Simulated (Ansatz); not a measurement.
# TaH4NO3: basis-set convergence

Aim: see how fast density functionals converge with the basis set for TaH4NO3.

Program: Ansatz 0.2.0, Gaussian basis. Level of theory: one geometry, several basis sets. These are calculated values, not measurements.

Levels to be run: PBE0-D4/def2-SVP; ωB97M-V/def2-SVP; PBE0-D4/def2-QZVPP; ωB97M-V/def2-QZVPP; the functionals' def2-TZVPP values are taken from earlier runs.

### Step 1. The relaxed structure

All runs share one geometry, relaxed beforehand with PBE0-D4 in a triple-zeta def2 set. Ta takes the def2 core potential; no spin-orbit term is included.

SMILES `[NH2][Ta](=[O])([OH])[OH]`, 9 atoms, charge 0, spin multiplicity 1.

Atoms are counted from 1 here; the program's logs count them from 0.

Bond lengths: N1–Ta2 1.979 Å, N1–H6 1.009 Å, N1–H7 1.009 Å, Ta2–O3 1.721 Å, Ta2–O4 1.918 Å, Ta2–O5 1.914 Å, O4–H8 0.956 Å, O5–H9 0.957 Å. Angles: Ta2–N1–H6 125.6°, Ta2–N1–H7 124.1°, H6–N1–H7 110.2°, N1–Ta2–O3 105.6°, N1–Ta2–O4 112.6°, N1–Ta2–O5 109.1°, O3–Ta2–O4 108.0°, O3–Ta2–O5 111.7°, O4–Ta2–O5 109.8°, Ta2–O4–H8 133.2°, Ta2–O5–H9 130.0°.

### Step 2. PBE0-D4 in def2-SVP

File in.yaml:

```yaml
crystal:
  periodic: [false, false, false]
  atoms:
    - {symbol: N, position_ang: [0.901994, -0.427621, -1.273765]}
    - {symbol: Ta, position_ang: [0.038049, -0.042488, 0.464986]}
    - {symbol: O, position_ang: [1.209385, -0.437408, 1.663028]}
    - {symbol: O, position_ang: [-1.513193, -1.126976, 0.774541]}
    - {symbol: O, position_ang: [-0.442582, 1.808814, 0.528457]}
    - {symbol: H, position_ang: [0.523022, -0.200683, -2.181490]}
    - {symbol: H, position_ang: [1.812920, -0.849568, -1.371668]}
    - {symbol: H, position_ang: [-2.315892, -1.277794, 0.278300]}
    - {symbol: H, position_ang: [-0.125203, 2.507324, 1.100412]}
basis:
  gaussian: {orbitals: def2-SVP}
hamiltonian: {xc: pbe0, dispersion: d4}
output: {orbitals: {seedname: orbitals}}
```

Command:

```console
$ ansatz run in.yaml --threads 4 --pin off --events-out ev --progress --plain --max-ram 10444MiB
```

Further steps of the session: ωB97M-V in def2-SVP; PBE0-D4 in def2-QZVPP; ωB97M-V in def2-QZVPP.

**Question.** What will the summary of the whole plan be? Wanted: PBE0-D4: double and triple zeta above quadruple; ωB97M-V: double and triple zeta above quadruple.

**Answer**, as computed:

```
                                       quantity           value
PBE0-D4: double and triple zeta above quadruple  10.52, 0.46 eV
ωB97M-V: double and triple zeta above quadruple  10.77, 0.43 eV
```

In words: PBE0-D4 gains 10.07 eV from double to triple zeta, then 0.46 eV more. These are total energies; as a rule much of such shifts cancels in differences, which this series doesn't test. The LUMO of ωB97M-V is positive and keeps falling with the basis (1.19 to 0.42 eV): an unbound level that the basis holds in place.
